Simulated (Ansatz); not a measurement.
# Bi3S: the cost of one run

Computed with Ansatz 0.2.0 (DFT PBE, scalar-relativistic, plane waves, PAW, unless a step's input says otherwise).

## (1) The system as given

Symmetry: P4/mmm, No. 123, tetragonal system. Conventional cell: a = 3.838 Å, b = 3.838 Å, c = 7.777 Å, α = 90.00°, β = 90.00°, γ = 90.00°. Bi (site symmetry 4mm) is surrounded by 4 S at 3.33 Å and 4 Bi at 3.35 Å. Bi (site symmetry 4/mmm) has 12 Bi at 3.35 to 3.84 Å in its first shell of neighbours. S (site symmetry 4/mmm) has 8 Bi at 3.33 Å in its first shell of neighbours.

As a file:

```cif
data_structure
_symmetry_space_group_name_H-M 'P4/mmm'
_symmetry_Int_Tables_number 123
_cell_length_a 3.8377
_cell_length_b 3.8377
_cell_length_c 7.7775
_cell_angle_alpha 90.000
_cell_angle_beta 90.000
_cell_angle_gamma 90.000
_cell_volume 114.54
loop_
_atom_site_label
_atom_site_type_symbol
_atom_site_symmetry_multiplicity
_atom_site_Wyckoff_symbol
_atom_site_fract_x
_atom_site_fract_y
_atom_site_fract_z
_atom_site_occupancy
Bi1 Bi 2 g 0.00000 0.00000 0.74742 1
Bi2 Bi 1 c 0.50000 0.50000 0.00000 1
S1 S 1 d 0.50000 0.50000 0.50000 1
```

The cell is invented: species swapped into a database cell of MnFe3 (P4/mmm, No. 123), with S on the Mn sites and Bi on the Fe sites. Its size is a rough estimate.

## (2) A first look at the guess

Contents of input.yaml:

```yaml
crystal:
  lattice:
    - [3.83767589, 0.0, 0.0]
    - [0.0, 3.83767589, 0.0]
    - [0.0, 0.0, 7.7774625]
  atoms:
    - { symbol: Bi, position: [0.0, 0.0, 0.74742275] }
    - { symbol: Bi, position: [0.0, 0.0, 0.25257725] }
    - { symbol: Bi, position: [0.5, 0.5, 0.0] }
    - { symbol: S, position: [0.5, 0.5, 0.5] }
basis:
  ecutwfc: 420
kpoints:
  mp_grid: { grid: [4, 4, 2] }
hamiltonian:
  xc: pbe
scf:
  occupations: { method: gaussian, width: 0.1 }
  lower_state_search: "off"
output:
  forces: true
  stress: true
  eigenvalues: true
```

Started as:

```sh
$ ansatz run input.yaml --threads 1 --pin off --max-ram 2560MiB --backend cpu --events-out ev --progress --plain --runs-dir out
```

Q: Estimate wall time and peak memory on 1 thread of AMD EPYC (Zen 3), shared host.

About 6.5 s, with a peak of 0.38 GiB.
